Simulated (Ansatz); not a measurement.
**AlH6NOSi: a ladder of functionals and wavefunction methods**

An exercise on one series of results from a longer session: the logs are not shown, and one member is left open.

Program: Ansatz 0.2.0, Gaussian basis. Level of theory: functionals in def2-TZVPP, the program's frozen cores in correlated methods. These are calculated values, not measurements.

The runs, in order: LDA (SPW92), PBE-D4, revPBE-D4, BLYP-D4, r2SCAN-D4, B97M-V, PBE0-D4, B3LYP-D4, r2SCANh-D4, r2SCAN0-D4, HSE06-D4, BHLYP-D4, CAM-B3LYP-D4, LC-ωPBE, ωB97X-V, ωB97M-V, B2PLYP, PBE-QIDH; CCSD(T)/def2-SVP; CCSD(T)/def2-TZVPP; MP2/def2-QZVPP; extrapolation to the limit; RPA on PBE.

### The relaxed structure

The geometry comes from an earlier relaxation with PBE0-D4 in a triple-zeta def2 set; it is a stationary point, not always the lowest conformer.

SMILES `N[SiH2][AlH][OH]`, 10 atoms, charge 0, spin multiplicity 1.

Atoms are counted from 1 here; the program's logs count them from 0.

Bond lengths: N1–Si2 1.738 Å, N1–H5 1.008 Å, N1–H6 1.008 Å, Si2–Al3 2.475 Å, Si2–H7 1.494 Å, Si2–H8 1.494 Å, Al3–O4 1.704 Å, Al3–H9 1.587 Å, O4–H10 0.956 Å. Angles: Si2–N1–H5 119.0°, Si2–N1–H6 119.2°, H5–N1–H6 110.4°, N1–Si2–Al3 116.7°, N1–Si2–H7 106.5°, N1–Si2–H8 106.9°, Al3–Si2–H7 109.7°, Al3–Si2–H8 109.7°, H7–Si2–H8 106.9°, Si2–Al3–O4 118.7°, Si2–Al3–H9 127.0°, O4–Al3–H9 114.2°, Al3–O4–H10 122.2°.

As a file:

```
N    -1.5412    0.8213   -0.6422
Si   -0.8634   -0.6918   -0.1200
Al    1.5027   -0.6591    0.6051
O     2.3594    0.8128    0.5391
H    -1.2465    1.2108   -1.5237
H    -1.6869    1.5541    0.0340
H    -1.0273   -1.6459   -1.2576
H    -1.7249   -1.1917    0.9932
H     2.3542   -1.8852    1.1443
H     1.9571    1.6233    0.2308
```

The first run:

Contents of in.yaml:

```yaml
crystal:
  periodic: [false, false, false]
  atoms:
    - {symbol: N, position_ang: [-1.541222, 0.821342, -0.642244]}
    - {symbol: Si, position_ang: [-0.863411, -0.691778, -0.120012]}
    - {symbol: Al, position_ang: [1.502724, -0.659106, 0.605098]}
    - {symbol: O, position_ang: [2.359441, 0.812813, 0.539091]}
    - {symbol: H, position_ang: [-1.246478, 1.210759, -1.523679]}
    - {symbol: H, position_ang: [-1.686948, 1.554097, 0.034027]}
    - {symbol: H, position_ang: [-1.027281, -1.645858, -1.257551]}
    - {symbol: H, position_ang: [-1.724907, -1.191676, 0.993219]}
    - {symbol: H, position_ang: [2.354196, -1.885224, 1.144283]}
    - {symbol: H, position_ang: [1.957087, 1.623331, 0.230768]}
basis:
  gaussian: {orbitals: def2-TZVPP}
hamiltonian: {xc: lda}
output: {orbitals: {seedname: orbitals}}
```

The run is started by

```console
$ ansatz run in.yaml --threads 2 --pin off --events-out ev --progress --plain --max-ram 4352MiB
```

Among the steps run: LDA; PBE-D4 (GGA); revPBE-D4 (GGA); BLYP-D4 (GGA); r2SCAN-D4 (meta-GGA); B97M-V (meta-GGA); PBE0-D4 (hybrid); B3LYP-D4 (hybrid); r2SCANh-D4 (hybrid); r2SCAN0-D4 (hybrid); HSE06-D4 (hybrid); BHLYP-D4 (hybrid); CAM-B3LYP-D4 (range-separated); LC-ωPBE (range-separated); ωB97X-V (range-separated); ωB97M-V (range-separated); B2PLYP (double hybrid); PBE-QIDH (double hybrid).

One table of the session follows, with a row left open; its other results are not shown here.

It belongs to the step «Orbital energies across the functionals». 

| functional | HOMO (eV) | gap (eV) |
| --- | --- | --- |
| LDA (SPW92) | -5.43 | 3.24 |
| PBE-D4 | ? | ? |
| revPBE-D4 | -5.29 | 3.38 |
| BLYP-D4 | -5.22 | 3.35 |
| r2SCAN-D4 | -5.57 | 3.79 |
| B97M-V | -5.69 | 3.71 |
| PBE0-D4 | -6.51 | 5.24 |
| B3LYP-D4 | -6.33 | 4.88 |
| r2SCANh-D4 | -6.01 | 4.49 |
| r2SCAN0-D4 | -6.67 | 5.53 |
| HSE06-D4 | -6.12 | 4.48 |
| BHLYP-D4 | -7.61 | 7.12 |
| CAM-B3LYP-D4 | -7.81 | 7.50 |
| LC-ωPBE | -9.09 | 9.83 |
| ωB97X-V | -8.77 | 9.40 |
| ωB97M-V | -8.57 | 8.94 |

Estimate the missing values for PBE-D4.

As computed: HOMO (eV): -5.33; gap (eV): 3.33. In the column «HOMO (eV)» it lies between LDA (SPW92) (-5.43) and revPBE-D4 (-5.29).
